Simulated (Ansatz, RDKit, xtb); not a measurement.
**C3H14BNSi: ranking a sample of isomers**

A sample of isomers of C3H14BNSi is drawn. Aim: find which of them has the lowest free energy at 298.15 K, then its properties. The sample is small against all isomers, and the most stable one of this formula need not be in it.

The funnel: GFN2-xTB relaxations, single points with a density functional, relaxations at B3LYP-D3(BJ)/def2-SVP, harmonic vibrations (at GFN2-xTB), and a last energy at a higher level. All values are calculated.

### Step 1. Possible bonding patterns

Isomers were taken from a list of plausible structures; this is a sample, not all of them. That gives 14 candidates.

| label | SMILES | spin |
| --- | --- | --- |
| c014 | [BH3-][N@H+](C)C[SiH2]C | singlet |
| c040 | C[BH2-][NH2+]C[SiH2]C | singlet |
| c079 | C[BH2-][N+](C)(C)[SiH3] | singlet |
| c199 | [BH3-][N+](C)(C)[SiH2]C | singlet |
| c262 | [BH3-][N@H+](C)[SiH](C)C | singlet |
| c314 | CCC[B@H-]([NH3+])[SiH3] | singlet |
| c322 | [BH3-][N+](C)(C)C[SiH3] | singlet |
| c344 | C[NH2+][B@H-](C)[SiH2]C | singlet |
| c533 | [NH3+][BH2-]CCC[SiH3] | singlet |
| c660 | CC(C)([SiH3])[BH2-][NH3+] | singlet |
| c662 | [BH3-][NH2+]CCC[SiH3] | singlet |
| c687 | C[NH2+][B@H-](C)C[SiH3] | singlet |
| c801 | C[NH2+][BH2-][C@H](C)[SiH3] | singlet |
| c834 | CC[NH2+][BH2-]C[SiH3] | singlet |

Candidates are built by distance geometry, with a force field where one applies, in up to four conformers (letters a to d).

Q: Predict the outcome of this search (final energies at CCSD(T)/def2-SVP + MP2/def2-TZVPP - MP2/def2-SVP).

| quantity | value |
| --- | --- |
| lowest structure found | [BH3-][N@H+](C)[SiH](C)C, singlet |
| next finalist | [BH3-][N+](C)(C)[SiH2]C, singlet, 14.8 kcal/mol higher in G |
| share at equilibrium, among the finalists | 100.0 % |

The lowest structure found is `[BH3-][N@H+](C)[SiH](C)C`. Among the finalists first place is clear (14.8 kcal/mol); structures outside the list aren't covered. HF/STO-3G, r2SCAN-D4/def2-SVP, B3LYP-D3(BJ)/def2-SVP, HF/def2-SVP and MP2/def2-SVP already put its bonding pattern lowest among the structures in one piece; GFN2-xTB favours the singlet [BH3-][N+](C)(C)[SiH2]C. 30 minima inside the window were never screened. Lowest found is not proven lowest: the search is finite, and each finalist counts with one conformer. Only 14 drawn patterns were tried, so whole families of isomers are missing, and the result ranks this sample alone. The lowest isomer need not be the one that is made and kept in a bottle, which depends on barriers.
